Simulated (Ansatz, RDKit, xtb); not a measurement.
# CH10N2OSi2: ranking a sample of isomers

A sample of isomers of CH10N2OSi2 is drawn. Aim: find which of them has the lowest free energy at 298.15 K, then its properties. The sample is small against all isomers, and the most stable one of this formula need not be in it.

The funnel: GFN2-xTB relaxations, single points with a density functional, relaxations at r2SCAN-D4/def2-SVP, harmonic vibrations (at GFN2-xTB), and a last energy at a higher level. All values are calculated.

**1. Possible bonding patterns**

Isomers were taken from a list of plausible structures; this is a sample, not all of them. That gives 4 candidates.

```csv
label,SMILES,spin
c026,CO[SiH2]N(N)[SiH3],singlet
c303,CO[Si@@H](N)N[SiH3],singlet
c659,CO[SiH2]N[SiH2]N,singlet
c762,CON([SiH3])[SiH2]N,singlet
```

Candidates are built by distance geometry, with a force field where one applies, in up to four conformers (letters a to d).

Q: Predict the outcome of this search (final energies at CCSD(T)/def2-SVP + MP2/def2-TZVPP - MP2/def2-SVP).

| quantity | value |
| --- | --- |
| lowest structure found | CO[Si@@H](N)N[SiH3], singlet |
| next finalist | CO[SiH2]N[SiH2]N, singlet, 4.4 kcal/mol higher in G |
| share at equilibrium, among the finalists | 99.9 % |

`CO[Si@@H](N)N[SiH3]` comes out lowest. Among the finalists first place is clear (4.4 kcal/mol); structures outside the list aren't covered. HF/STO-3G, r2SCAN-D4/def2-SVP, r2SCAN-D4/def2-SVP, relaxed, HF/def2-SVP and MP2/def2-SVP already put its bonding pattern lowest among the structures in one piece; GFN2-xTB favours the singlet CO[SiH2]N[SiH2]N (c659a, not a finalist). 4 minima inside the window were never screened. Lowest found is not proven lowest: the search is finite, and each finalist counts with one conformer. Only 4 drawn patterns were tried, so whole families of isomers are missing, and the result ranks this sample alone.
